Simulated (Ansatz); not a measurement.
# Ga2HO+ (triplet): from Hartree-Fock to the top rungs, cc-pVDZ

Aim: climb from Hartree-Fock through coupled cluster and multireference methods for Ga2HO+ (triplet) at one geometry and basis, and see what each rung misses.

Program: Ansatz 0.2.0, Gaussian basis. Level of theory: cc-pVDZ, core rule «outside noble gas», up to 29 orbitals frozen. These are calculated values, not measurements.

To be run: UHF; CCSD(T) on ROHF; CCSD(T) on UHF; BCCD(T) on ROHF; CISD; CCSDT(Q) on ROHF; CCSDT(Q) on UHF; CASSCF and MRCISD+Q, 10 electrons in 10 orbitals; CASSCF and NEVPT2, 10 electrons in 10 orbitals.

18 further runs of the same task are left out: 7 that didn't finish, 11 set aside as unsound or not needed.

## (1) The system

The geometry is a PBE0/def2-TZVP stationary point (not a proven minimum) of the parent state, kept for this charge and spin. No spin-orbit coupling is included. The filled d shell of Ga may be among the frozen orbitals whatever the setting's name suggests; the logs give the count.

4 atoms, charge 1, spin multiplicity 3.

Atoms are counted from 1 here; the program's logs count them from 0.

Bond lengths: Ga1–Ga2 2.692 Å, Ga2–O3 1.757 Å, O3–H4 0.952 Å. Angles: Ga1–Ga2–O3 180.0°, Ga2–O3–H4 180.0°.

In the tables R marks a restricted open-shell determinant and U an unrestricted one; 'frontier' is the active space of 10 electrons in 10 orbitals; energies count from the table's Hartree-Fock row.

## (2) UHF

in.yaml

```yaml
crystal:
  periodic: [false, false, false]
  atoms:
    - {symbol: Ga, position_ang: [0.000000, 0.000000, -3.135100]}
    - {symbol: Ga, position_ang: [0.000000, 0.000000, -0.443400]}
    - {symbol: O, position_ang: [0.000000, 0.000000, 1.313400]}
    - {symbol: H, position_ang: [0.000000, 0.000000, 2.265100]}
basis:
  gaussian: {orbitals: cc-pVDZ}
total_charge: 1
magnetization: {spin_polarized: true, initial_magnetization: 2}
hamiltonian: {xc: hf}
output: {orbitals: {seedname: orbitals}}
```

Launch:

```sh
$ ansatz run in.yaml --threads 1 --pin off --events-out ev --progress --plain --max-ram 2393MiB
```

Log:

```text
Functional definition: HF
  name "HF"
  cite "Fock, Z. Phys. 61, 126 (1930) doi:10.1007/BF01340294"
  parent pbe
  exchange = exact_x
  correlation = 0
819 factors; integrals over basis functions are off by at most 1.4e-3 eV
mean field evaluation 1: about -106700.6372 eV, gradient 4.9e1 eV
mean field evaluation 2: about -106700.6449 eV, gradient 4.9e1 eV
mean field evaluation 4: about -106710.8516 eV, gradient 1.1e1 eV
mean field evaluation 8: about -106712.4507 eV, gradient 5.1e-1 eV
mean field evaluation 16: about -106711.6778 eV, gradient 4.1e0 eV
mean field evaluation 32: about -106710.6709 eV, gradient 6.0e0 eV
mean field evaluation 64: about -106710.5185 eV, gradient 2.2e0 eV
mean field evaluation 96: about -106708.6912 eV, gradient 1.4e1 eV
mean field evaluation 128: about -106708.2709 eV, gradient 2.2e0 eV
mean field evaluation 160: about -106707.1690 eV, gradient 2.1e0 eV
mean field -106712.50550182 eV, -3921.6122448578 hartree, gradient 3.3e-5 eV, S^2 2.027305; 1 other end points of the search recorded, 0 dependent functions left out
reference -106712.50550182 eV, -3921.6122448578 hartree; 36, 34 occupied and 37, 39 virtual orbitals, 819 factors
Total energy: -106712.50550182 eV, -3921.6122448578 hartree
```

Run time: 4 s. Hardware: 1 thread of AMD EPYC 9R45, shared host.

From the report: ⟨S²⟩ of the determinant 2.027 (pure triplet: 2.00).

## (3) CCSD(T) on ROHF

in.yaml: that of step 2 with these lines changed.

```diff
@@ -10,4 +10,3 @@
 total_charge: 1
-magnetization: {spin_polarized: true, initial_magnetization: 2}
-hamiltonian: {xc: hf}
-output: {orbitals: {seedname: orbitals}}
+magnetization: {spin_polarized: false, initial_magnetization: 2}
+correlation: {method: ccsd_t, electrons: outside_noble_gas}
```

The command is unchanged.

Log, shortened:

```text
Functional definition: HF
  name "HF"
  cite "Fock, Z. Phys. 61, 126 (1930) doi:10.1007/BF01340294"
  parent pbe
[...]
819 factors; integrals over basis functions are off by at most 1.4e-3 eV
[...]
mean field -106712.38856145 eV, -3921.6079473786 hartree, gradient 1.6e-6 eV, S^2 2.000000; 10 other end points of the search recorded, 0 dependent functions left out
[...]
determinant -106712.38856145 eV, -3921.6079473786 hartree, with singles and doubles -106719.93000738 eV, -3921.8850904044 hartree
determinant -106710.63319609 eV, -3921.5434388913 hartree, with singles and doubles -106718.17351539 eV, -3921.8205405147 hartree
determinant -106710.61626085 eV, -3921.5428165328 hartree, with singles and doubles -106717.73795075 eV, -3921.8045338093 hartree
determinant -106710.50974845 eV, -3921.5389022741 hartree, with singles and doubles -106717.63566069 eV, -3921.8007747189 hartree
determinant -106709.19264402 eV, -3921.4904995793 hartree, with singles and doubles -106716.53913341 eV, -3921.7604780844 hartree
determinant -106709.18474956 eV, -3921.4902094630 hartree, with singles and doubles -106717.25602118 eV, -3921.7868232241 hartree
29 core orbitals not correlated: weight in the atoms' cores, before any rotation towards them, 0.561 or more for the frozen orbitals, at most 0.441 for the correlated occupied ones
reference -106712.38856145 eV, -3921.6079473786 hartree; 7, 5 occupied and 37, 39 virtual orbitals, 819 factors
second order -6.93772845 eV of doubles, -0.04305803 eV of singles
cycle   1  -7.54685353 eV  change   -5.4e-3 eV  update   5.0e-3
[...]
cycle  10  -7.55064609 eV  change    2.7e-6 eV  update   5.6e-6
perturbative correction -0.23061689 eV, -0.0084750142 hartree
Total energy: -106720.16982443 eV, -3921.8939035187 hartree
```

It took 18 s on 1 thread of AMD EPYC 9R45, shared host.

From the report: correlation -7.7813 eV; T1 0.049; largest double amplitude 0.12.

## (4) CCSD(T) on UHF

in.yaml: that of step 3 with these lines changed.

```diff
@@ -10,3 +10,3 @@
 total_charge: 1
-magnetization: {spin_polarized: false, initial_magnetization: 2}
+magnetization: {spin_polarized: true, initial_magnetization: 2}
 correlation: {method: ccsd_t, electrons: outside_noble_gas}
```

Launched as before.

Log, shortened:

```text
Functional definition: HF
  name "HF"
  cite "Fock, Z. Phys. 61, 126 (1930) doi:10.1007/BF01340294"
  parent pbe
[...]
819 factors; integrals over basis functions are off by at most 1.4e-3 eV
[...]
mean field -106712.50550182 eV, -3921.6122448578 hartree, gradient 2.7e-6 eV, S^2 2.027305; 11 other end points of the search recorded, 0 dependent functions left out
determinant -106712.50550182 eV, -3921.6122448578 hartree, with singles and doubles -106719.94892282 eV, -3921.8857855341 hartree
determinant -106710.81925920 eV, -3921.5502765843 hartree, with singles and doubles -106717.74183347 eV, -3921.8046764967 hartree
determinant -106710.70073023 eV, -3921.5459207250 hartree, with singles and doubles -106718.18599069 eV, -3921.8209989734 hartree
determinant -106710.69871791 eV, -3921.5458467737 hartree, with singles and doubles -106717.63906200 eV, -3921.8008997149 hartree
determinant -106709.46795185 eV, -3921.5006169554 hartree, with singles and doubles -106717.26276219 eV, -3921.7870709516 hartree
determinant -106709.44567041 eV, -3921.4997981276 hartree, with singles and doubles -106716.55025775 eV, -3921.7608868964 hartree
29 core orbitals not correlated: weight in the atoms' cores, before any rotation towards them, 0.572 or more for the frozen orbitals, at most 0.432 for the correlated occupied ones
reference -106712.50550182 eV, -3921.6122448578 hartree; 7, 5 occupied and 37, 39 virtual orbitals, 819 factors
second order -6.90766680 eV of doubles, -0.00000000 eV of singles
cycle   1  -7.44815570 eV  change   -4.7e-3 eV  update   4.7e-3
[...]
cycle  10  -7.45220484 eV  change    3.4e-6 eV  update   2.9e-6
perturbative correction -0.22509481 eV, -0.0082720816 hartree
Total energy: -106720.18280147 eV, -3921.8943804159 hartree
```

Wall time 20 s (1 thread of AMD EPYC 9R45, shared host).

From the report: ⟨S²⟩ of the determinant 2.027 (pure triplet: 2.00); correlation -7.6773 eV; T1 0.037; largest double amplitude 0.12.

## (5) BCCD(T) on ROHF

in.yaml: that of step 4 with these lines changed.

```diff
@@ -10,3 +10,3 @@
 total_charge: 1
-magnetization: {spin_polarized: true, initial_magnetization: 2}
-correlation: {method: ccsd_t, electrons: outside_noble_gas}
+magnetization: {spin_polarized: false, initial_magnetization: 2}
+correlation: {method: bccd_t, electrons: outside_noble_gas}
```

Same command.

Log, shortened:

```text
Functional definition: HF
  name "HF"
  cite "Fock, Z. Phys. 61, 126 (1930) doi:10.1007/BF01340294"
  parent pbe
[...]
819 factors; integrals over basis functions are off by at most 1.4e-3 eV
[...]
mean field -106712.38856145 eV, -3921.6079473786 hartree, gradient 1.6e-6 eV, S^2 2.000000; 10 other end points of the search recorded, 0 dependent functions left out
[...]
determinant -106712.38856145 eV, -3921.6079473786 hartree, with singles and doubles -106719.93000738 eV, -3921.8850904044 hartree
determinant -106710.63319609 eV, -3921.5434388913 hartree, with singles and doubles -106718.17351539 eV, -3921.8205405147 hartree
determinant -106710.61626085 eV, -3921.5428165328 hartree, with singles and doubles -106717.73795075 eV, -3921.8045338093 hartree
determinant -106710.50974845 eV, -3921.5389022741 hartree, with singles and doubles -106717.63566069 eV, -3921.8007747189 hartree
determinant -106709.19264402 eV, -3921.4904995793 hartree, with singles and doubles -106716.53913341 eV, -3921.7604780844 hartree
determinant -106709.18474956 eV, -3921.4902094630 hartree, with singles and doubles -106717.25602118 eV, -3921.7868232241 hartree
29 core orbitals not correlated: weight in the atoms' cores, before any rotation towards them, 0.561 or more for the frozen orbitals, at most 0.441 for the correlated occupied ones
reference -106712.38856145 eV, -3921.6079473786 hartree; 7, 5 occupied and 37, 39 virtual orbitals, 819 factors
second order -6.93772845 eV of doubles, -0.04305803 eV of singles
cycle   1  -7.52598481 eV  change    1.5e-2 eV  update   2.5e-2
[...]
cycle  12  -7.52717038 eV  change   -6.2e-6 eV  update   8.8e-6
perturbative correction -0.26254344 eV, -0.0096482934 hartree
Total energy: -106720.17827527 eV, -3921.8942140814 hartree
```

Wall time 19 s (1 thread of AMD EPYC 9R45, shared host).

From the report: correlation -7.7897 eV; largest double amplitude 0.12.

## (6) CISD

in.yaml: that of step 5 with these lines changed.

```diff
@@ -11,2 +11,2 @@
 magnetization: {spin_polarized: false, initial_magnetization: 2}
-correlation: {method: bccd_t, electrons: outside_noble_gas}
+correlation: {active_space: {ras: {orbitals: [5, 2, 37], electrons: 12, max_holes: 2, max_particles: 2}, fixed_orbitals: true}}
```

Same command.

Log:

```text
Functional definition: HF
  name "HF"
  cite "Fock, Z. Phys. 61, 126 (1930) doi:10.1007/BF01340294"
  parent pbe
  exchange = exact_x
  correlation = 0
819 factors; integrals over basis functions are off by at most 1.4e-3 eV
mean field evaluation 1: about -106700.5500 eV, gradient 6.8e1 eV
mean field evaluation 2: about -106700.5577 eV, gradient 6.8e1 eV
mean field evaluation 4: about -106709.7820 eV, gradient 2.6e1 eV
mean field evaluation 8: about -106712.3152 eV, gradient 6.6e-1 eV
mean field evaluation 16: about -106712.3886 eV, gradient 4.7e-5 eV
mean field evaluation 32: about -106710.5097 eV, gradient 7.2e-3 eV
mean field evaluation 64: about -106710.4599 eV, gradient 4.0e0 eV
mean field evaluation 96: about -106707.6331 eV, gradient 6.5e0 eV
mean field -106712.38856145 eV, -3921.6079473786 hartree, gradient 1.6e-6 eV, S^2 2.000000; 7 other end points of the search recorded, 0 dependent functions left out
reference -106712.38856145 eV, -3921.6079473786 hartree; 36, 34 occupied and 37, 39 virtual orbitals, 819 factors
state -106718.54872208 eV, -3921.8343291059 hartree
Total energy: -106718.54872208 eV, -3921.8343291059 hartree
```

Run time: 7.5 s. Hardware: 1 thread of AMD EPYC 9R45, shared host.

From the report: 78,892 determinants.

## (7) CCSDT(Q) on ROHF

in.yaml: that of step 6 with these lines changed.

```diff
@@ -11,2 +11,2 @@
 magnetization: {spin_polarized: false, initial_magnetization: 2}
-correlation: {active_space: {ras: {orbitals: [5, 2, 37], electrons: 12, max_holes: 2, max_particles: 2}, fixed_orbitals: true}}
+correlation: {method: ccsdt_q, electrons: outside_noble_gas}
```

Launched as before.

Log, shortened:

```text
Functional definition: HF
  name "HF"
  cite "Fock, Z. Phys. 61, 126 (1930) doi:10.1007/BF01340294"
  parent pbe
[...]
1382 factors; integrals over basis functions are off by at most 1.5e-7 eV
[...]
mean field -106712.38886213 eV, -3921.6079584283 hartree, gradient 1.8e-6 eV, S^2 2.000000; 10 other end points of the search recorded, 0 dependent functions left out
[...]
determinant -106712.38886213 eV, -3921.6079584283 hartree, with singles and doubles -106719.93030938 eV, -3921.8851015027 hartree
determinant -106710.63349953 eV, -3921.5434500425 hartree, with singles and doubles -106718.17381844 eV, -3921.8205516514 hartree
determinant -106710.61655090 eV, -3921.5428271918 hartree, with singles and doubles -106717.73824713 eV, -3921.8045447011 hartree
determinant -106710.51003719 eV, -3921.5389128850 hartree, with singles and doubles -106717.63595498 eV, -3921.8007855337 hartree
determinant -106709.19292382 eV, -3921.4905098615 hartree, with singles and doubles -106716.53942066 eV, -3921.7604886408 hartree
determinant -106709.18507078 eV, -3921.4902212678 hartree, with singles and doubles -106717.25633796 eV, -3921.7868348655 hartree
29 core orbitals not correlated: weight in the atoms' cores, before any rotation towards them, 0.561 or more for the frozen orbitals, at most 0.441 for the correlated occupied ones
reference -106712.38886213 eV, -3921.6079584283 hartree; 7, 5 occupied and 37, 39 virtual orbitals, 1382 factors
second order -6.93773853 eV of doubles, -0.04305810 eV of singles
cycle   1  -7.10704202 eV  change   -1.2e-1 eV  update   1.2e-1
[...]
cycle  23  -7.81747767 eV  change   -7.5e-7 eV  update   1.4e-6
perturbative correction -0.02316115 eV, -0.0008511564 hartree
Total energy: -106720.22950094 eV, -3921.8960965900 hartree
```

Wall time 56 s (1 thread of AMD EPYC 9R45, shared host); peak memory 1.1 GiB.

From the report: correlation -7.8406 eV; T1 0.053; largest double amplitude 0.14.

## (8) CCSDT(Q) on UHF

in.yaml: that of step 7 with these lines changed.

```diff
@@ -10,3 +10,3 @@
 total_charge: 1
-magnetization: {spin_polarized: false, initial_magnetization: 2}
+magnetization: {spin_polarized: true, initial_magnetization: 2}
 correlation: {method: ccsdt_q, electrons: outside_noble_gas}
```

Same command.

Log, shortened:

```text
Functional definition: HF
  name "HF"
  cite "Fock, Z. Phys. 61, 126 (1930) doi:10.1007/BF01340294"
  parent pbe
[...]
1382 factors; integrals over basis functions are off by at most 1.5e-7 eV
[...]
mean field -106712.50580299 eV, -3921.6122559256 hartree, gradient 2.7e-6 eV, S^2 2.027306; 14 other end points of the search recorded, 0 dependent functions left out
determinant -106712.50580299 eV, -3921.6122559256 hartree, with singles and doubles -106719.94922542 eV, -3921.8857966546 hartree
determinant -106710.81955082 eV, -3921.5502873011 hartree, with singles and doubles -106717.74213020 eV, -3921.8046874013 hartree
determinant -106710.70103386 eV, -3921.5459318832 hartree, with singles and doubles -106718.18629343 eV, -3921.8210100987 hartree
determinant -106710.69900818 eV, -3921.5458574411 hartree, with singles and doubles -106717.63935603 eV, -3921.8009105199 hartree
determinant -106709.46827291 eV, -3921.5006287541 hartree, with singles and doubles -106717.26307878 eV, -3921.7870825863 hartree
determinant -106709.44595017 eV, -3921.4998084084 hartree, with singles and doubles -106716.55054473 eV, -3921.7608974428 hartree
29 core orbitals not correlated: weight in the atoms' cores, before any rotation towards them, 0.572 or more for the frozen orbitals, at most 0.432 for the correlated occupied ones
reference -106712.50580299 eV, -3921.6122559256 hartree; 7, 5 occupied and 37, 39 virtual orbitals, 1382 factors
second order -6.90767704 eV of doubles, -0.00000000 eV of singles
cycle   1  -7.03696124 eV  change   -1.3e-1 eV  update   1.2e-1
[...]
cycle  24  -7.71248796 eV  change    5.2e-7 eV  update   7.3e-7
perturbative correction -0.02928279 eV, -0.0010761228 hartree
Total energy: -106720.24757374 eV, -3921.8967607531 hartree
```

It took 53 s on 1 thread of AMD EPYC 9R45, shared host; peak memory 0.82 GiB.

From the report: ⟨S²⟩ of the determinant 2.027 (pure triplet: 2.00); correlation -7.7418 eV; T1 0.040; largest double amplitude 0.14.

## (9) CASSCF and MRCISD+Q, 10 electrons in 10 orbitals

in.yaml: that of step 8 with these lines changed.

```diff
@@ -10,3 +10,3 @@
 total_charge: 1
-magnetization: {spin_polarized: true, initial_magnetization: 2}
-correlation: {method: ccsdt_q, electrons: outside_noble_gas}
+magnetization: {spin_polarized: false, initial_magnetization: 2}
+correlation: {method: fic_mrcisd_q, electrons: outside_noble_gas, active_space: {window: {electrons: 10, orbitals: 10}}}
```

Same command.

Log, shortened:

```text
Functional definition: HF
  name "HF"
  cite "Fock, Z. Phys. 61, 126 (1930) doi:10.1007/BF01340294"
  parent pbe
[...]
819 factors; integrals over basis functions are off by at most 1.4e-3 eV
[...]
mean field -106712.38856145 eV, -3921.6079473786 hartree, gradient 1.6e-6 eV, S^2 2.000000; 7 other end points of the search recorded, 0 dependent functions left out
reference -106712.38856145 eV, -3921.6079473786 hartree; 36, 34 occupied and 37, 39 virtual orbitals, 819 factors
state -106716.04880926 eV, -3921.7424590045 hartree
contracted CI cycle   1: correlation 0.00000000 eV, 0.0000000000 hartree, residual 1.94e1 eV
contracted CI cycle   2: correlation -3.54638974 eV, -0.1303274190 hartree, residual 3.39e0 eV
contracted CI cycle   3: correlation -3.71242293 eV, -0.1364290263 hartree, residual 1.19e0 eV
contracted CI cycle   4: correlation -3.73598230 eV, -0.1372948171 hartree, residual 4.97e-1 eV
contracted CI cycle   5: correlation -3.73948730 eV, -0.1374236236 hartree, residual 1.92e-1 eV
contracted CI cycle   6: correlation -3.74002444 eV, -0.1374433632 hartree, residual 7.94e-2 eV
contracted CI cycle   7: correlation -3.74010383 eV, -0.1374462806 hartree, residual 3.16e-2 eV
contracted CI cycle   8: correlation -3.74011605 eV, -0.1374467298 hartree, residual 1.14e-2 eV
contracted CI cycle   9: correlation -3.74011776 eV, -0.1374467927 hartree, residual 4.81e-3 eV
contracted CI cycle  10: correlation -3.74011804 eV, -0.1374468029 hartree, residual 1.79e-3 eV
contracted CI cycle  11: correlation -3.74011808 eV, -0.1374468045 hartree, residual 8.12e-4 eV
state -106716.04880926 eV, -3921.7424590045 hartree; corrected -106720.08942438 eV, -3921.8909488711 hartree
Total energy: -106720.08942438 eV, -3921.8909488711 hartree
```

Wall time 31 s (1 thread of AMD EPYC 9R45, shared host); peak memory 0.61 GiB.

From the report: 16,072 determinants; active occupations 1.99, 1.98, 1.97, 1.97, 1.00, 1.00, 0.03, 0.03, 0.02, 0.02.

## (10) CASSCF and NEVPT2, 10 electrons in 10 orbitals

in.yaml: that of step 9 with these lines changed.

```diff
@@ -11,2 +11,2 @@
 magnetization: {spin_polarized: false, initial_magnetization: 2}
-correlation: {method: fic_mrcisd_q, electrons: outside_noble_gas, active_space: {window: {electrons: 10, orbitals: 10}}}
+correlation: {method: sc_nevpt2, electrons: outside_noble_gas, active_space: {window: {electrons: 10, orbitals: 10}}}
```

Launched as before.

Log, shortened:

```text
Functional definition: HF
  name "HF"
  cite "Fock, Z. Phys. 61, 126 (1930) doi:10.1007/BF01340294"
  parent pbe
[...]
819 factors; integrals over basis functions are off by at most 1.4e-3 eV
[...]
mean field -106712.38856145 eV, -3921.6079473786 hartree, gradient 1.6e-6 eV, S^2 2.000000; 7 other end points of the search recorded, 0 dependent functions left out
reference -106712.38856145 eV, -3921.6079473786 hartree; 36, 34 occupied and 37, 39 virtual orbitals, 819 factors
state -106716.04880926 eV, -3921.7424590045 hartree
state -106716.04880926 eV, -3921.7424590045 hartree; corrected -106718.96966378 eV, -3921.8497984281 hartree
Total energy: -106718.96966378 eV, -3921.8497984281 hartree
```

Wall time 29 s (1 thread of AMD EPYC 9R45, shared host); peak memory 0.26 GiB.

From the report: 16,072 determinants; active occupations 1.99, 1.98, 1.97, 1.97, 1.00, 1.00, 0.03, 0.03, 0.02, 0.02.

## (11) All levels against the top one

The yardstick is UCCSDT(Q), where the cluster series has nearly closed. Rows without a time come out of other runs: HF, MP2 and CCSD of CCSD(T), CCSDT of CCSDT(Q), CASSCF and MRCISD of the multireference runs.

Differences are taken before rounding.

| method | energy from the lowest RHF (kcal/mol) | from UCCSDT(Q) (kcal/mol) | time |
| --- | --- | --- | --- |
| RHF | 0.00 | +181.23 |  |
| UHF | -2.70 | +178.54 |  |
| RMP2 | -160.98 | +20.25 |  |
| UMP2 | -161.99 | +19.24 |  |
| RCCSD | -174.12 | +7.11 |  |
| UCCSD | -174.55 | +6.68 |  |
| RCCSD(T) | -179.44 | +1.79 | 18 s |
| UCCSD(T) | -179.74 | +1.49 | 20 s |
| BCCD(T) | -179.64 | +1.60 | 19 s |
| RCCSDT | -180.28 | +0.95 |  |
| UCCSDT | -180.56 | +0.68 |  |
| RCCSDT(Q) | -180.82 | +0.42 | 56 s |
| UCCSDT(Q) | -181.23 | 0 | 53 s |
| CASSCF frontier | -84.41 | +96.83 |  |
| NEVPT2 frontier | -151.76 | +29.47 | 29 s |
| MRCISD frontier | -170.66 | +10.58 |  |
| MRCISD+Q frontier | -177.59 | +3.65 | 31 s |

Among the levels timed on like hardware and quicker than the yardstick, those that no quicker one beats, quickest first: RCCSD(T) (18 s, +1.79 kcal/mol); BCCD(T) (19 s, +1.60 kcal/mol); UCCSD(T) (20 s, +1.49 kcal/mol).

Not comparable, so not listed: CISD (they don't share determinant, frozen orbitals or solution with the rows shown, or repeat one).

## (12) Results

```
                         quantity                      value
   UCCSDT(Q) below the RHF energy                 -7.8590 eV
              RMP2 from UCCSDT(Q)            +20.25 kcal/mol
              UMP2 from UCCSDT(Q)            +19.24 kcal/mol
             RCCSD from UCCSDT(Q)             +7.11 kcal/mol
          RCCSD(T) from UCCSDT(Q)             +1.79 kcal/mol
          UCCSD(T) from UCCSDT(Q)             +1.49 kcal/mol
         RCCSDT(Q) from UCCSDT(Q)             +0.42 kcal/mol
   NEVPT2 frontier from UCCSDT(Q)            +29.47 kcal/mol
 MRCISD+Q frontier from UCCSDT(Q)             +3.65 kcal/mol
levels within 1 kcal/mol (43 meV)  RCCSDT, UCCSDT, RCCSDT(Q)
                    T1 diagnostic                      0.049
```

What this shows: RCCSD(T) lands +1.79 kcal/mol from the yardstick (1.0 % of the correlation energy). Of the multireference levels listed MRCISD+Q frontier comes nearest in total energy (+3.65 kcal/mol), which doesn't show that its space is the better one. These misses are within one basis, not against nature; the frozen cores of restricted and unrestricted runs differ, which can shift their rows.

UCCSD(T) reaches 1.49 kcal/mol from the reference in 20 s, where UCCSDT(Q) took 53 s; the quickest level in the cost chart, RCCSD(T), takes 18 s and misses by 1.79 kcal/mol.
